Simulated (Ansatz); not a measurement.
# F31Li31Cu: the cost of one run

Method: density functional theory in Ansatz 0.2.0, PAW datasets, plane waves.

### 1 The system as built

63 atoms (31 F, 31 Li, 1 Cu); a = 8.015 Å, b = 8.015 Å, c = 8.015 Å, α = 90.00°, β = 90.00°, γ = 90.00°. All atoms were shaken off their sites by about 0.02 Å along each axis. Defect site 1: (0.500, 0.500, 0.500). Defect site 2: (0.250, 0.500, 0.500).

Plan of the steps: (2) PBEsol relaxation at the single k point (¼, ¼, ¼), on 8 threads of Arm Neoverse-V1; (3) HSE06 single point at the single k point (¼, ¼, ¼), on 8 threads of Arm Neoverse-V1; (4) r²SCAN single point at the single k point (¼, ¼, ¼), on 8 threads of Arm Neoverse-V1.

### 2 Relaxing the atoms with PBEsol

The input, in.yaml:

```yaml
crystal:
  lattice:
    - [8.015185, 0.000000, 0.000000]
    - [0.000000, 8.015185, 0.000000]
    - [0.000000, 0.000000, 8.015185]
  atoms:
    - { symbol: F, position: [0.250269, 0.000297, 0.999514] }
    - { symbol: F, position: [0.247575, 0.000459, 0.502937] }
    - { symbol: F, position: [0.252969, 0.499879, 0.001840] }
    - { symbol: F, position: [0.751207, 0.999685, 0.000650] }
    - { symbol: F, position: [0.751416, 0.001648, 0.497847] }
    - { symbol: F, position: [0.751846, 0.503871, 0.000740] }
    - { symbol: F, position: [0.747846, 0.500418, 0.501268] }
    - { symbol: F, position: [0.996411, 0.249286, 0.999934] }
    - { symbol: F, position: [0.999078, 0.249073, 0.496892] }
    - { symbol: F, position: [0.003374, 0.750789, 0.998069] }
    - { symbol: F, position: [0.996734, 0.746899, 0.502314] }
    - { symbol: F, position: [0.501648, 0.249379, 0.000613] }
    - { symbol: F, position: [0.501754, 0.244447, 0.499749] }
    - { symbol: F, position: [0.498028, 0.751327, 0.002011] }
    - { symbol: F, position: [0.505058, 0.749001, 0.507836] }
    - { symbol: F, position: [0.996917, 0.997022, 0.246481] }
    - { symbol: F, position: [0.002186, 0.999100, 0.745956] }
    - { symbol: F, position: [0.996784, 0.502845, 0.248951] }
    - { symbol: F, position: [0.005685, 0.499580, 0.750451] }
    - { symbol: F, position: [0.506686, 0.001524, 0.248148] }
    - { symbol: F, position: [0.498300, 0.002237, 0.749615] }
    - { symbol: F, position: [0.498674, 0.505634, 0.247478] }
    - { symbol: F, position: [0.495743, 0.500710, 0.750058] }
    - { symbol: F, position: [0.251186, 0.247529, 0.249422] }
    - { symbol: F, position: [0.250078, 0.251187, 0.747810] }
    - { symbol: F, position: [0.251884, 0.746861, 0.252923] }
    - { symbol: F, position: [0.252083, 0.746279, 0.750808] }
    - { symbol: F, position: [0.747180, 0.250375, 0.251682] }
    - { symbol: F, position: [0.749023, 0.250188, 0.751325] }
    - { symbol: F, position: [0.748811, 0.744254, 0.253986] }
    - { symbol: F, position: [0.748469, 0.749456, 0.748797] }
    - { symbol: Li, position: [0.999862, 0.998594, 0.996779] }
    - { symbol: Li, position: [0.001999, 0.003102, 0.498463] }
    - { symbol: Li, position: [0.997180, 0.496667, 0.999937] }
    - { symbol: Li, position: [0.997677, 0.500914, 0.498795] }
    - { symbol: Li, position: [0.500488, 0.997197, 0.997271] }
    - { symbol: Li, position: [0.501166, 0.998652, 0.498475] }
    - { symbol: Li, position: [0.503172, 0.500474, 0.003666] }
    - { symbol: Li, position: [0.245004, 0.248580, 0.003199] }
    - { symbol: Li, position: [0.251815, 0.248846, 0.501989] }
    - { symbol: Li, position: [0.251350, 0.746091, 0.998323] }
    - { symbol: Li, position: [0.245439, 0.750046, 0.497696] }
    - { symbol: Li, position: [0.750980, 0.252616, 0.001223] }
    - { symbol: Li, position: [0.752240, 0.251085, 0.500515] }
    - { symbol: Li, position: [0.748368, 0.749158, 0.995308] }
    - { symbol: Li, position: [0.750492, 0.747453, 0.498457] }
    - { symbol: Li, position: [0.247392, 0.001433, 0.250075] }
    - { symbol: Li, position: [0.248488, 0.998085, 0.749422] }
    - { symbol: Li, position: [0.247692, 0.500275, 0.252971] }
    - { symbol: Li, position: [0.251006, 0.500060, 0.750830] }
    - { symbol: Li, position: [0.754849, 0.003267, 0.246469] }
    - { symbol: Li, position: [0.748287, 0.001625, 0.747682] }
    - { symbol: Li, position: [0.748974, 0.495990, 0.247218] }
    - { symbol: Li, position: [0.749182, 0.501894, 0.747656] }
    - { symbol: Li, position: [0.001064, 0.253143, 0.249049] }
    - { symbol: Li, position: [0.001295, 0.250159, 0.748798] }
    - { symbol: Li, position: [0.000944, 0.750912, 0.252968] }
    - { symbol: Li, position: [0.001831, 0.752241, 0.750081] }
    - { symbol: Li, position: [0.499686, 0.249812, 0.249763] }
    - { symbol: Li, position: [0.502562, 0.245353, 0.747711] }
    - { symbol: Li, position: [0.504743, 0.754778, 0.251251] }
    - { symbol: Li, position: [0.502060, 0.746567, 0.750659] }
    - { symbol: Cu, position: [0.500053, 0.499739, 0.495991] }
  symmetry: { detect: false }
kpoints:
  mp_grid: { grid: [1, 1, 1], shift: [0.25, 0.25, 0.25] }
hamiltonian:
  xc: pbesol
total_charge: 1
scf:
  occupations: { method: fermi_dirac, width: 0.01 }
relax:
  f_tol: 0.03
  max_steps: 80
  escape_saddle: false
  adjacent_minimum: "off"
output:
  forces: true
  eigenvalues: true
  populations: true
  charged_corrections: { epsilon: 9 }
```

Command:

```bash
ansatz run in.yaml --threads 8 --pin off --max-ram 13300MiB --runs-dir r --events-out ev --progress --plain
```

What time and memory should one allow on 8 threads of Arm Neoverse-V1, shared host?

About 31 s, with a peak of 1 GiB.
